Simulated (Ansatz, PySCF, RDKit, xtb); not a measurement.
**Isomers of C3H10B2O2, a sample narrowed down**

Which of a sample of isomers of C3H10B2O2 is the most stable in the gas at 298.15 K, and what are its properties? The sample is small against all isomers, and the most stable one of this formula need not be in it.

Plan: many cheap relaxations first (GFN2-xTB), then density-functional screening, relaxation at PBE0-D3(BJ)/def2-SVP, vibrations (at GFN2-xTB) and a final energy. The numbers are computed, not measured.

### 1 Drawing up candidates

Isomers were taken from a list of plausible structures; this is a sample, not all of them. That gives 5 candidates.

| label | SMILES | spin |
| --- | --- | --- |
| c097 | CCBOBOC | singlet |
| c294 | BOB(C)OCC | singlet |
| c434 | BCBOCOC | singlet |
| c446 | CB(C)CB(O)O | singlet |
| c799 | BOBOC(C)C | singlet |

Candidates are built by distance geometry, with a force field where one applies, in up to four conformers (letters a to d).

**Question.** With final energies at CCSD(T)/def2-SVP + MP2/def2-TZVPP - MP2/def2-SVP, which structure will this search put lowest in free energy, and by what margin?

| quantity | value |
| --- | --- |
| lowest structure found | BOB(C)OCC, singlet |
| next finalist | BOBOC(C)C, singlet, 7.4 kcal/mol higher in G |
| share at equilibrium, among the finalists | 100.0 % |
| dipole moment (PBE0/def2-SVPD) | 0.81 D |
| HOMO energy (PBE0/def2-SVPD) | -8.30 eV |
| LUMO energy (PBE0/def2-SVPD) | -0.79 eV |
| HOMO–LUMO gap (PBE0/def2-SVPD) | 7.51 eV |
| lowest excitation (TD-PBE0/def2-SVPD) | 5.70 eV (f = 0.000) |
| strongest of the states computed, same level | 7.17 eV (f = 0.062) |
| lowest triplet excitation, same level, Tamm-Dancoff | 5.14 eV |
| vertical ionisation energy | 10.24 eV |
| vertical electron affinity | -0.90 eV (unbound: the value depends on the basis) |
| vertical triplet less singlet | +5.16 eV |

The lowest structure found is `BOB(C)OCC`. The margin of 7.4 kcal/mol over the next finalist is beyond the usual error of the last level; it says nothing of structures that weren't ranked. HF/STO-3G, r2SCAN-D4/def2-SVP, PBE0-D3(BJ)/def2-SVP, HF/def2-SVP and MP2/def2-SVP already put its bonding pattern lowest among the structures in one piece; GFN2-xTB favours the singlet BOBOC(C)C. 2 minima inside the window were never screened. The search is not exhaustive (a finite list of starts, one conformer a finalist), so a lower isomer can't be ruled out. Only 5 drawn patterns were tried, so whole families of isomers are missing, and the result ranks this sample alone. The lowest isomer need not be the one that is made and kept in a bottle, which depends on barriers.
